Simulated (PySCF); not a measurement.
Molecule: CNAsH4, in a box.

```xyz
7
Lattice="13.0000 0.0000 0.0000 0.0000 12.0000 0.0000 0.0000 0.0000 12.0000" Properties=species:S:1:pos:R:3 pbc="T T T"
C     5.7289    6.0708    5.5673
N     5.8210    6.2894    6.9764
As    7.0439    4.9036    6.4435
H     4.8174    5.5804    5.2407
H     6.1219    6.8127    4.8777
H     6.3333    7.1384    7.1903
H     8.2086    5.8247    6.0533
```

Base run:

- Program: PySCF 2.14.0
- Functional: PBE
- Potentials or basis: pob-tzvp-rev2 (all-electron)
- k mesh: 1 × 1 × 1
- Occupations: fixed
- Spin: no spin polarisation

Its results: gap between the frontier levels 4.63 eV.

Q: The run is repeated on the same cell with these changes: functional from PBE to M06. What comes out?

A: Gap between the frontier levels 6.82 eV.

M06 gives the wider gap, since exact exchange removes part of the self-interaction.

Caveats: this is a molecule in a periodic box at the Γ point, so its band gap is the HOMO-LUMO gap; relativity is left out, which matters for the heavier elements; the basis of atomic orbitals isn't converged, which shifts pressures, moduli and gaps.

